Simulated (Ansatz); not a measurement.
**ClFGeH5NSi: up Jacob's ladder to CCSD(T)**

One table from this session's results is given with a row withheld; the runs are named, their logs left out.

Program: Ansatz 0.2.0, Gaussian basis. Level of theory: functionals in def2-TZVPP, the program's frozen cores in correlated methods. These are calculated values, not measurements.

Levels to be run: PBE-D4, r2SCAN-D4, PBE0-D4, B3LYP-D4, ωB97X-V, ωB97M-V, B2PLYP; CCSD(T)/def2-TZVPP; MP2/def2-QZVPP; extrapolation to the limit.

### The geometry

An earlier PBE0-D4 in a triple-zeta def2 set relaxation fixed the geometry.

SMILES `N[SiH](Cl)[GeH2][F]`, 10 atoms, charge 0, spin multiplicity 1.

Atoms are counted from 1 here; the program's logs count them from 0.

Bond lengths: N1–Si2 1.697 Å, N1–H6 1.007 Å, N1–H7 1.007 Å, Si2–Cl3 2.081 Å, Si2–Ge4 2.383 Å, Si2–H8 1.480 Å, Ge4–F5 1.751 Å, Ge4–H9 1.540 Å, Ge4–H10 1.537 Å. Angles: Si2–N1–H6 122.0°, Si2–N1–H7 121.2°, H6–N1–H7 111.9°, N1–Si2–Cl3 115.4°, N1–Si2–Ge4 110.3°, N1–Si2–H8 107.9°, Cl3–Si2–Ge4 102.8°, Cl3–Si2–H8 105.9°, Ge4–Si2–H8 114.6°, Si2–Ge4–F5 108.3°, Si2–Ge4–H9 112.7°, Si2–Ge4–H10 113.6°, F5–Ge4–H9 105.4°, F5–Ge4–H10 105.7°, H9–Ge4–H10 110.5°.

The first run:

The input, in.yaml:

```yaml
crystal:
  periodic: [false, false, false]
  atoms:
    - {symbol: N, position_ang: [-0.369615, 1.450890, 1.021235]}
    - {symbol: Si, position_ang: [-0.222839, -0.228821, 0.828966]}
    - {symbol: Cl, position_ang: [1.326868, -1.116806, 1.896590]}
    - {symbol: Ge, position_ang: [0.322078, -0.758306, -1.429772]}
    - {symbol: F, position_ang: [-0.969831, -0.177544, -2.458704]}
    - {symbol: H, position_ang: [0.295584, 2.093603, 0.624027]}
    - {symbol: H, position_ang: [-0.844420, 1.846099, 1.816697]}
    - {symbol: H, position_ang: [-1.468454, -0.854272, 1.325132]}
    - {symbol: H, position_ang: [1.591829, -0.037592, -1.920789]}
    - {symbol: H, position_ang: [0.421900, -2.268251, -1.700382]}
basis:
  gaussian: {orbitals: def2-TZVPP}
hamiltonian: {xc: pbe, dispersion: d4}
output: {forces: true, orbitals: {seedname: orbitals}}
```

On the command line:

```bash
$ ansatz run in.yaml --threads 4 --pin off --events-out ev --progress --plain --max-ram 10444MiB
```

Steps of the session up to this table: PBE-D4 (GGA); r2SCAN-D4 (meta-GGA); PBE0-D4 (hybrid); B3LYP-D4 (hybrid); ωB97X-V (range-separated); ωB97M-V (range-separated); B2PLYP (double hybrid); CCSD(T) in def2-TZVPP; MP2 in def2-QZVPP.

One table of the session follows, with a row left open; its other results are not shown here.

It belongs to the step «Atomisation energies». 

```
            method  atomisation energy (kcal/mol)
            PBE-D4                          767.9
         r2SCAN-D4                          762.1
           PBE0-D4                          754.9
          B3LYP-D4                          758.3
           ωB97X-V                          769.1
           ωB97M-V                          762.6
            B2PLYP                          750.4
     HF/def2-TZVPP                              ?
    MP2/def2-TZVPP                          752.5
   CCSD/def2-TZVPP                          729.9
CCSD(T)/def2-TZVPP                          741.6
           MP2/CBS                          776.1
       CCSD(T)/CBS                          765.2
```

**Question.** Estimate the row for HF/def2-TZVPP.

The run gave: atomisation energy (kcal/mol): 539.9. In the column «atomisation energy (kcal/mol)» it is the lowest.

Limits of these values: Free atoms (1 N, 1 Si, 1 Cl, 1 Ge, 1 F, 5 H) were run apart at each level; the atomisation energy is their sum less the molecule, without zero-point or spin-orbit terms.
